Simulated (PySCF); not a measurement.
# AgBr (silver bromide), step by step, part 2 of 2

PySCF 2.14.0. The steps go on from the part before.

**3. The energy at DF-CCSD(T)/def2-mTZVP (core potential) (run 3)**

Contents of job.py:

```python
# [Br][Ag]
from pyscf import gto, cc

mol = gto.M(
    atom=[
    ('Br', (1.085832, -0.407863, 0.621579)),
    ('Ag', (-1.024527, 0.263863, -0.495147)),
],
    basis='def2-mtzvp',
    ecp={'Ag': 'def2-svp'},
    max_memory=1860,
    charge=0,
    spin=0,
    verbose=4,
)

myscf = mol.RHF()
myscf.max_cycle = 100
myscf.kernel()
if not myscf.converged:
    myscf = myscf.newton().run(myscf.mo_coeff, myscf.mo_occ)

mycc = cc.CCSD(myscf, frozen=9).density_fit()
mycc.kernel()
e_t = mycc.ccsd_t()
e_tot = mycc.e_tot + e_t
print('E = %.10f Eh' % e_tot)
myscf.analyze()
```

Launch:

```bash
$ OMP_NUM_THREADS=1 python job.py
```

Log:

```text
PySCF version 2.14.0

[INPUT] num. atoms = 2
[INPUT] num. electrons = 54
[INPUT] charge = 0
[INPUT] spin (= nelec alpha-beta = 2S) = 0
[INPUT] symmetry False subgroup None
[INPUT] Mole.unit = angstrom
[INPUT] Symbol           X                Y                Z      unit          X                Y                Z       unit  Magmom
[INPUT]  1 Br     1.085832000000  -0.407863000000   0.621579000000 AA    2.051925097289  -0.770749366343   1.174614074781 Bohr   0.0
[INPUT]  2 Ag    -1.024527000000   0.263863000000  -0.495147000000 AA   -1.936075437222   0.498628804406  -0.935692221400 Bohr   0.0

nuclear repulsion = 141.878917487455
number of shells = 27
number of NR pGTOs = 149
number of NR cGTOs = 69
basis = def2-mtzvp
ecp = {'Ag': 'def2-svp'}

******** <class 'pyscf.scf.hf.RHF'> ********
method = RHF
initial guess = minao
damping factor = 0
level_shift factor = 0
DIIS = <class 'pyscf.scf.diis.CDIIS'>
diis_start_cycle = 1
diis_space = 8
diis_damp = 0
SCF conv_tol = 1e-09
SCF conv_tol_grad = None
SCF max_cycles = 100
direct_scf = True
direct_scf_tol = 1e-13
Set gradient conv threshold to 3.16228e-05
Initial guess from minao.
init E= -2706.15587264596
  HOMO = -0.690623126806242  LUMO = -0.555592352526332  gap/eV = 3.67437
cycle= 1 E= -2717.8370844823  delta_E= -11.7  |g|=  2.3  |ddm|= 4.92
  HOMO = -0.0698819530382624  LUMO = 0.033818063369446  gap/eV = 2.82182
cycle= 2 E= -2717.96798567366  delta_E= -0.131  |g|= 2.14  |ddm|= 2.58
  HOMO = -0.360021145602203  LUMO = -0.024302241389022  gap/eV = 9.13538
cycle= 3 E= -2718.58302007999  delta_E= -0.615  |g|= 0.0983  |ddm|= 1.12
  HOMO = -0.357008375989374  LUMO = -0.0225340936187966  gap/eV = 9.10151
cycle= 4 E= -2718.58608800894  delta_E= -0.00307  |g|= 0.0195  |ddm|= 0.158
  HOMO = -0.352753116338365  LUMO = -0.0233995000421482  gap/eV = 8.96217
cycle= 5 E= -2718.58655406717  delta_E= -0.000466  |g|= 0.0091  |ddm|= 0.0583
  HOMO = -0.351515435833654  LUMO = -0.0244760370379978  gap/eV = 8.89920
cycle= 6 E= -2718.58668419202  delta_E= -0.00013  |g|= 0.00346  |ddm|= 0.0332
  HOMO = -0.35087389148417  LUMO = -0.0246032605285211  gap/eV = 8.87828
cycle= 7 E= -2718.58670195526  delta_E= -1.78e-05  |g|= 0.00117  |ddm|= 0.0128
  HOMO = -0.350856075368478  LUMO = -0.0245374309265825  gap/eV = 8.87958
cycle= 8 E= -2718.58670362342  delta_E= -1.67e-06  |g|= 0.000409  |ddm|= 0.00405
  HOMO = -0.350812487626426  LUMO = -0.0245469973149873  gap/eV = 8.87814
cycle= 9 E= -2718.58670384028  delta_E= -2.17e-07  |g|= 0.000115  |ddm|= 0.00163
  HOMO = -0.350843475743509  LUMO = -0.0245429318691981  gap/eV = 8.87909
cycle= 10 E= -2718.58670385773  delta_E= -1.74e-08  |g|= 2.9e-05  |ddm|= 0.000446
  HOMO = -0.350831411968597  LUMO = -0.0245428305105095  gap/eV = 8.87876
cycle= 11 E= -2718.58670385833  delta_E= -5.96e-10  |g|= 7.24e-06  |ddm|= 6.86e-05
  HOMO = -0.350833809358158  LUMO = -0.0245428195031464  gap/eV = 8.87883
Extra cycle  E= -2718.58670385835  delta_E= -2.27e-11  |g|= 3.93e-06  |ddm|= 1.41e-05
converged SCF energy = -2718.58670385835
ETB for Br: l = 0, exps = 0.33226754198 * 2^n , n = 0..18
ETB for Br: l = 1, exps = 0.2588635238067935 * 2^n , n = 0..16
ETB for Br: l = 2, exps = 0.20167580486 * 2^n , n = 0..15
ETB for Br: l = 3, exps = 0.37573004059031534 * 2^n , n = 0..11
ETB for Br: l = 4, exps = 0.7 * 2^n , n = 0..8
ETB for Ag: l = 0, exps = 0.075370212528 * 2^n , n = 0..8
ETB for Ag: l = 1, exps = 0.07880676057488469 * 2^n , n = 0..8
ETB for Ag: l = 2, exps = 0.0824 * 2^n , n = 0..9
ETB for Ag: l = 3, exps = 0.1661247652847943 * 2^n , n = 0..7
ETB for Ag: l = 4, exps = 0.33492035972 * 2^n , n = 0..7

WARN: Even tempered Gaussians are generated as DF auxbasis for  Ag

******** <class 'pyscf.cc.dfccsd.RCCSD'> ********
CC2 = 0
CCSD nocc = 18, nmo = 60
frozen orbitals 9
max_cycle = 50
direct = 0
conv_tol = 1e-07
conv_tol_normt = 1e-05
diis_space = 6
diis_start_cycle = 0
diis_start_energy_diff = 1e+09
******** <class 'pyscf.df.df.DF'> ********
auxbasis = None
Init t2, MP2 energy = -2719.01143451036  E_corr(MP2) -0.42473065200664
Init E_corr(RCCSD) = -0.424730652011916
cycle = 1  E_corr(RCCSD) = -0.409488691614569  dE = 0.0152419604  norm(t1,t2) = 0.0612383
cycle = 2  E_corr(RCCSD) = -0.421818947760621  dE = -0.0123302561  norm(t1,t2) = 0.0186772
cycle = 3  E_corr(RCCSD) = -0.421161667274738  dE = 0.000657280486  norm(t1,t2) = 0.012537
cycle = 4  E_corr(RCCSD) = -0.422606625688254  dE = -0.00144495841  norm(t1,t2) = 0.00703714
cycle = 5  E_corr(RCCSD) = -0.422675670972119  dE = -6.90452839e-05  norm(t1,t2) = 0.00255684
cycle = 6  E_corr(RCCSD) = -0.422471519684599  dE = 0.000204151288  norm(t1,t2) = 0.00135481
cycle = 7  E_corr(RCCSD) = -0.422460900624717  dE = 1.06190599e-05  norm(t1,t2) = 0.000534326
cycle = 8  E_corr(RCCSD) = -0.422501607618478  dE = -4.07069938e-05  norm(t1,t2) = 0.000232294
cycle = 9  E_corr(RCCSD) = -0.42250239627333  dE = -7.88654853e-07  norm(t1,t2) = 9.33386e-05
cycle = 10  E_corr(RCCSD) = -0.422499735773837  dE = 2.66049949e-06  norm(t1,t2) = 3.03323e-05
cycle = 11  E_corr(RCCSD) = -0.422499389329467  dE = 3.46444369e-07  norm(t1,t2) = 1.22144e-05
cycle = 12  E_corr(RCCSD) = -0.422498847871128  dE = 5.41458339e-07  norm(t1,t2) = 4.539e-06
cycle = 13  E_corr(RCCSD) = -0.422498723100153  dE = 1.24770975e-07  norm(t1,t2) = 2.07993e-06
cycle = 14  E_corr(RCCSD) = -0.422498720660301  dE = 2.43985243e-09  norm(t1,t2) = 8.05131e-07
RCCSD converged
E(RCCSD) = -2719.00920257901  E_corr = -0.422498720660301
RCCSD(T) correction = -0.0102891281962716
E = -2719.0194917072 Eh
**** SCF Summaries ****
Total Energy =                       -2718.586703858349665
Nuclear Repulsion Energy =             141.878917487454942
One-electron Energy =                -4130.106465431849756
Two-electron Energy =                 1269.640844086045036
Two-electron Coulomb Energy =         1372.734979777113494
DFT Exchange-Correlation Energy =     -103.094135691068459
HOMO-LUMO gap [eV] =                     8.878830079792614
**** MO energy ****
MO #1   energy= -489.935076575315  occ= 2
MO #2   energy= -65.0784123392304  occ= 2
MO #3   energy= -58.4330560940549  occ= 2
MO #4   energy= -58.4324010012737  occ= 2
MO #5   energy= -58.4324010012734  occ= 2
MO #6   energy= -9.75453782604397  occ= 2
MO #7   energy= -7.36475633562176  occ= 2
MO #8   energy= -7.36099272185314  occ= 2
MO #9   energy= -7.36099272185293  occ= 2
MO #10  energy= -4.38664974130762  occ= 2
MO #11  energy= -3.10593372353416  occ= 2
MO #12  energy= -3.10440617729171  occ= 2
MO #13  energy= -3.10440617729159  occ= 2
MO #14  energy= -3.10037340572883  occ= 2
MO #15  energy= -3.10037340572861  occ= 2
MO #16  energy= -2.84282925000018  occ= 2
MO #17  energy= -2.84103364768257  occ= 2
MO #18  energy= -2.84103364768255  occ= 2
MO #19  energy= -0.916207867204321 occ= 2
MO #20  energy= -0.572836603207541 occ= 2
MO #21  energy= -0.570252971661732 occ= 2
MO #22  energy= -0.570252971661712 occ= 2
MO #23  energy= -0.565493697776949 occ= 2
MO #24  energy= -0.565493697776897 occ= 2
MO #25  energy= -0.3705787878133   occ= 2
MO #26  energy= -0.350833809358273 occ= 2
MO #27  energy= -0.350833809358158 occ= 2
MO #28  energy= -0.0245428195031464 occ= 0
MO #29  energy= 0.0595025081474419 occ= 0
MO #30  energy= 0.0595025081475628 occ= 0
MO #31  energy= 0.118631581143654  occ= 0
MO #32  energy= 0.179950037700926  occ= 0
MO #33  energy= 0.28887947460265   occ= 0
MO #34  energy= 0.288879474602784  occ= 0
MO #35  energy= 0.34528628160819   occ= 0
MO #36  energy= 0.404801105607629  occ= 0
MO #37  energy= 0.448503970518721  occ= 0
MO #38  energy= 0.44850397051877   occ= 0
MO #39  energy= 0.510315055875591  occ= 0
MO #40  energy= 0.510315055875626  occ= 0
MO #41  energy= 0.51962334548004   occ= 0
MO #42  energy= 0.519623345480096  occ= 0
MO #43  energy= 0.679202676845759  occ= 0
MO #44  energy= 0.755187290728756  occ= 0
MO #45  energy= 0.755187290728865  occ= 0
MO #46  energy= 0.828059234630194  occ= 0
MO #47  energy= 0.875158734877139  occ= 0
MO #48  energy= 0.875158734877304  occ= 0
MO #49  energy= 1.17345296841548   occ= 0
MO #50  energy= 1.8552769951454    occ= 0
MO #51  energy= 1.87921447275909   occ= 0
MO #52  energy= 1.87921447275932   occ= 0
MO #53  energy= 1.9663876971712    occ= 0
MO #54  energy= 1.96638769717214   occ= 0
MO #55  energy= 2.07006789465113   occ= 0
MO #56  energy= 2.31956859870052   occ= 0
MO #57  energy= 2.35311463322866   occ= 0
MO #58  energy= 2.35311463322882   occ= 0
MO #59  energy= 2.39231398121356   occ= 0
MO #60  energy= 2.39231398121369   occ= 0
MO #61  energy= 2.46861503584176   occ= 0
MO #62  energy= 3.15253548408711   occ= 0
MO #63  energy= 3.15253548408719   occ= 0
MO #64  energy= 3.21266688216859   occ= 0
MO #65  energy= 3.21266688216874   occ= 0
MO #66  energy= 3.40268928993252   occ= 0
MO #67  energy= 7.90748991832031   occ= 0
MO #68  energy= 33.8579803398867   occ= 0
MO #69  energy= 111.175250429484   occ= 0
 ** Mulliken pop on meta-lowdin orthogonal AOs  **
 ** Mulliken pop  **
pop of  0 Br 1s           1.99997
pop of  0 Br 2s           1.99949
pop of  0 Br 3s           1.99920
pop of  0 Br 4s           1.95506
pop of  0 Br 5s           0.00747
pop of  0 Br 6s           0.00205
pop of  0 Br 2px          1.99999
pop of  0 Br 2py          1.99999
pop of  0 Br 2pz          1.99999
pop of  0 Br 3px          1.99988
pop of  0 Br 3py          1.99991
pop of  0 Br 3pz          1.99991
pop of  0 Br 4px          1.81979
pop of  0 Br 4py          1.96842
pop of  0 Br 4pz          1.93892
pop of  0 Br 5px          0.00574
pop of  0 Br 5py          0.00615
pop of  0 Br 5pz          0.00595
pop of  0 Br 6px          0.00581
pop of  0 Br 6py          0.00115
pop of  0 Br 6pz          0.00161
pop of  0 Br 3dxy         1.99999
pop of  0 Br 3dyz         1.99999
pop of  0 Br 3dz^2        1.99999
pop of  0 Br 3dxz         1.99999
pop of  0 Br 3dx2-y2      1.99999
pop of  0 Br 4dxy         0.00473
pop of  0 Br 4dyz         0.00139
pop of  0 Br 4dz^2        0.00278
pop of  0 Br 4dxz         0.00797
pop of  0 Br 4dx2-y2      0.00634
pop of  0 Br 5dxy         0.00099
pop of  0 Br 5dyz         0.00031
pop of  0 Br 5dz^2        0.00055
pop of  0 Br 5dxz         0.00183
pop of  0 Br 5dx2-y2      0.00129
pop of  1 Ag 4s           1.81510
pop of  1 Ag 5s           0.29000
pop of  1 Ag 6s           0.02281
pop of  1 Ag 7s           0.06195
pop of  1 Ag 8s           0.03028
pop of  1 Ag 9s           0.08086
pop of  1 Ag 4px          1.58076
pop of  1 Ag 4py          1.54927
pop of  1 Ag 4pz          1.54460
pop of  1 Ag 5px          0.23373
pop of  1 Ag 5py          0.18262
pop of  1 Ag 5pz          0.18907
pop of  1 Ag 6px          0.17140
pop of  1 Ag 6py          0.09537
pop of  1 Ag 6pz          0.09784
pop of  1 Ag 7px          0.01667
pop of  1 Ag 7py          0.17952
pop of  1 Ag 7pz          0.17614
pop of  1 Ag 4dxy         0.90271
pop of  1 Ag 4dyz         0.90165
pop of  1 Ag 4dz^2        0.89352
pop of  1 Ag 4dxz         0.89605
pop of  1 Ag 4dx2-y2      1.99091
pop of  1 Ag 5dxy         0.91328
pop of  1 Ag 5dyz         0.91233
pop of  1 Ag 5dz^2        0.89651
pop of  1 Ag 5dxz         0.90131
pop of  1 Ag 5dx2-y2      0.00408
pop of  1 Ag 6dxy         0.18057
pop of  1 Ag 6dyz         0.18229
pop of  1 Ag 6dz^2        0.18012
pop of  1 Ag 6dxz         0.18079
pop of  1 Ag 6dx2-y2      0.00132
 ** Mulliken atomic charges  **
charge of    0Br =     -0.74457
charge of    1Ag =      0.74457
Dipole moment(X, Y, Z, Debye): -6.43630,  2.04867, -3.40586
```

It took 29 s on 1 thread of Intel Xeon at 2.50GHz (Skylake/Cascade Lake), shared host; peak memory 0.29 GiB.

**4. The excited states at ADC(2)/ma-def2-SVP (core potential, root kind ee) (run 4)**

Contents of mol.xyz:

```xyz
2
AgBr
Br     1.085832    -0.407863     0.621579
Ag    -1.024527     0.263863    -0.495147
```

Contents of input.py:

```python
# [Br][Ag]
from pyscf import gto, adc

mol = gto.Mole()
mol.atom = 'mol.xyz'
mol.ecp = {'Ag': 'def2-svp'}
mol.max_memory = 1860
mol.verbose = 4
mol.basis = 'ma-def2-svp'
mol.build()

mf = mol.RHF()
mf.max_cycle = 100
mf.kernel()

myadc = adc.ADC(mf, frozen=9)
myadc.method = 'adc(2)'

myadc.method_type = 'ee'
e, vec, osc, x = myadc.kernel(nroots=3)

roots = e * 27.211386
print('root  energy (eV)  strength')
for i, (w, f) in enumerate(zip(roots, osc), 1):
    print('%3d %10.4f %10.5f' % (i, w, f))
```

Launch:

```bash
$ OMP_NUM_THREADS=1 python input.py
```

Log:

```text
PySCF version 2.14.0

[INPUT] num. atoms = 2
[INPUT] num. electrons = 54
[INPUT] charge = 0
[INPUT] spin (= nelec alpha-beta = 2S) = 0
[INPUT] symmetry False subgroup None
[INPUT] Mole.unit = angstrom
[INPUT] Symbol           X                Y                Z      unit          X                Y                Z       unit  Magmom
[INPUT]  1 Br     1.085832000000  -0.407863000000   0.621579000000 AA    2.051925097289  -0.770749366343   1.174614074781 Bohr   0.0
[INPUT]  2 Ag    -1.024527000000   0.263863000000  -0.495147000000 AA   -1.936075437222   0.498628804406  -0.935692221400 Bohr   0.0

nuclear repulsion = 141.878917487455
number of shells = 26
number of NR pGTOs = 132
number of NR cGTOs = 64
basis = ma-def2-svp
ecp = {'Ag': 'def2-svp'}

******** <class 'pyscf.scf.hf.RHF'> ********
method = RHF
initial guess = minao
damping factor = 0
level_shift factor = 0
DIIS = <class 'pyscf.scf.diis.CDIIS'>
diis_start_cycle = 1
diis_space = 8
diis_damp = 0
SCF conv_tol = 1e-09
SCF conv_tol_grad = None
SCF max_cycles = 100
direct_scf = True
direct_scf_tol = 1e-13
Set gradient conv threshold to 3.16228e-05
Initial guess from minao.
init E= -2704.12610202555
  HOMO = -0.701281258647071  LUMO = -0.559580177902816  gap/eV = 3.85588
cycle= 1 E= -2717.86718901951  delta_E= -13.7  |g|= 1.24  |ddm|= 3.22
  HOMO = -0.184273000633678  LUMO = 0.00712288638985953  gap/eV = 5.20815
cycle= 2 E= -2718.09893285685  delta_E= -0.232  |g|= 0.849  |ddm|= 2.34
  HOMO = -0.354744651464547  LUMO = -0.0242289924668333  gap/eV = 8.99379
cycle= 3 E= -2718.2421254207  delta_E= -0.143  |g|= 0.0499  |ddm|= 0.794
  HOMO = -0.357128849321431  LUMO = -0.0284656314120894  gap/eV = 8.94338
cycle= 4 E= -2718.24352963071  delta_E= -0.0014  |g|= 0.0168  |ddm|= 0.132
  HOMO = -0.354359959598038  LUMO = -0.0292231718491351  gap/eV = 8.84742
cycle= 5 E= -2718.24376937034  delta_E= -0.00024  |g|= 0.00763  |ddm|= 0.0426
  HOMO = -0.353621959147493  LUMO = -0.0300468183610051  gap/eV = 8.80493
cycle= 6 E= -2718.24385397519  delta_E= -8.46e-05  |g|= 0.00207  |ddm|= 0.0331
  HOMO = -0.353137310982045  LUMO = -0.0301936352361781  gap/eV = 8.78775
cycle= 7 E= -2718.24386003116  delta_E= -6.06e-06  |g|= 0.000702  |ddm|= 0.00856
  HOMO = -0.353094433100143  LUMO = -0.0301576299602345  gap/eV = 8.78756
cycle= 8 E= -2718.2438606942  delta_E= -6.63e-07  |g|= 0.000242  |ddm|= 0.00352
  HOMO = -0.353071670495312  LUMO = -0.030163405291869  gap/eV = 8.78678
cycle= 9 E= -2718.24386078893  delta_E= -9.47e-08  |g|= 6.28e-05  |ddm|= 0.00141
  HOMO = -0.353081197616959  LUMO = -0.0301626837853881  gap/eV = 8.78706
cycle= 10 E= -2718.24386079458  delta_E= -5.65e-09  |g|= 1.22e-05  |ddm|= 0.000367
  HOMO = -0.353075408542491  LUMO = -0.030163155451802  gap/eV = 8.78689
cycle= 11 E= -2718.24386079472  delta_E= -1.37e-10  |g|= 3.67e-06  |ddm|= 5e-05
  HOMO = -0.353076520337047  LUMO = -0.0301631645568322  gap/eV = 8.78692
Extra cycle  E= -2718.24386079472  delta_E= -2.73e-12  |g|= 1.89e-06  |ddm|= 1.13e-05
converged SCF energy = -2718.24386079472

******** <class 'pyscf.adc.radc.RADC'> ********
******** ADC Orbital Information ********
Number of Frozen Occupied Orbitals: 9
Number of Frozen Virtual Orbitals: 0
Number of Active Occupied Orbitals: 18
Number of Active Virtual Orbitals: 37
*****************************************
Reference correlation energy (doubles): -0.32464994
MP2 correlation energy of reference state (a.u.) = -0.32464994

******** <class 'pyscf.adc.radc_ee.RADCEE'> ********
max_space = 12
max_cycle = 50
conv_tol = 1e-08

*************************************************************
        ADC calculation summary (singlet states only)
*************************************************************
adc(2) root 0  |  Energy (Eh) =   0.1196037375  |  Energy (eV) =   3.25458347  |  Osc. strength = 0.01990727  |  conv = True
adc(2) root 1  |  Energy (Eh) =   0.1196037375  |  Energy (eV) =   3.25458347  |  Osc. strength = 0.01990727  |  conv = True
adc(2) root 2  |  Energy (Eh) =   0.1264111035  |  Energy (eV) =   3.43982134  |  Osc. strength = 0.05144441  |  conv = True
root  energy (eV)  strength
  1     3.2546    0.01991
  2     3.2546    0.01991
  3     3.4398    0.05144
```

It took 22 s on 1 thread of Intel Xeon at 2.50GHz (Skylake/Cascade Lake), shared host; peak memory 0.41 GiB.

The roots found:

| excited state | energy (eV) | strength |
| --- | --- | --- |
| 1 | 3.255 | 0.0199 |
| 2 | 3.255 | 0.0199 |
| 3 | 3.440 | 0.0514 |

**5. What came out**

What follows sums up all 2 parts.

| quantity | value |
| --- | --- |
| run 1, PW6B95-D4/3-21G: total energy at the end | -7740.66924 Eh |
| run 1, PW6B95-D4/3-21G: dipole moment | 6.26 D |
| run 1, PW6B95-D4/3-21G: HOMO energy | -6.53 eV |
| run 1, PW6B95-D4/3-21G: LUMO energy | -2.70 eV |
| run 1, PW6B95-D4/3-21G: HOMO–LUMO gap | 3.83 eV |
| run 1, PW6B95-D4/3-21G: bond length | 2.480 Å |
| run 1, PW6B95-D4/3-21G: dispersion energy | -2.74 kJ/mol |
| run 3, DF-CCSD(T)/def2-mTZVP: total energy | -2719.01949 Eh |
| run 3, DF-CCSD(T)/def2-mTZVP: dipole moment (Hartree–Fock density) | 7.56 D |
| run 3, DF-CCSD(T)/def2-mTZVP: HOMO energy (Hartree–Fock orbitals) | -9.55 eV |
| run 3, DF-CCSD(T)/def2-mTZVP: LUMO energy (Hartree–Fock orbitals) | -0.67 eV |
| run 3, DF-CCSD(T)/def2-mTZVP: HOMO–LUMO gap (Hartree–Fock orbitals) | 8.88 eV |
| run 3, DF-CCSD(T)/def2-mTZVP: correlation energy (9 core orbitals frozen) | -432.8 mEh |
| run 3, DF-CCSD(T)/def2-mTZVP: (T) correction | -10.29 mEh |
| run 3, DF-CCSD(T)/def2-mTZVP: T1 diagnostic | 0.013 |
| run 4, ADC(2)/ma-def2-SVP: dipole moment (Hartree–Fock density) | 7.72 D |
| run 4, ADC(2)/ma-def2-SVP: HOMO energy (Hartree–Fock orbitals) | -9.61 eV |
| run 4, ADC(2)/ma-def2-SVP: LUMO energy (Hartree–Fock orbitals) | -0.82 eV |
| run 4, ADC(2)/ma-def2-SVP: HOMO–LUMO gap (Hartree–Fock orbitals) | 8.79 eV |
| run 4, ADC(2)/ma-def2-SVP: correlation energy (9 core orbitals frozen) | -324.6 mEh |
| run 4, ADC(2)/ma-def2-SVP: lowest excitation energy | 3.25 eV |

**Reading.** The optimisation (run 1, PW6B95-D4/3-21G) took 2 steps and changed the energy by -0.006 eV. Relativity is left out (run 1, PW6B95-D4/3-21G) although the molecule holds a heavy atom. The triples (run 3, DF-CCSD(T)/def2-mTZVP) make up 2.4 % of the correlation energy. The brightest of the 3 transitions from the ground state lies at 3.44 eV (360 nm, f = 0.051); the lowest, at 3.25 eV, has f = 0.020.
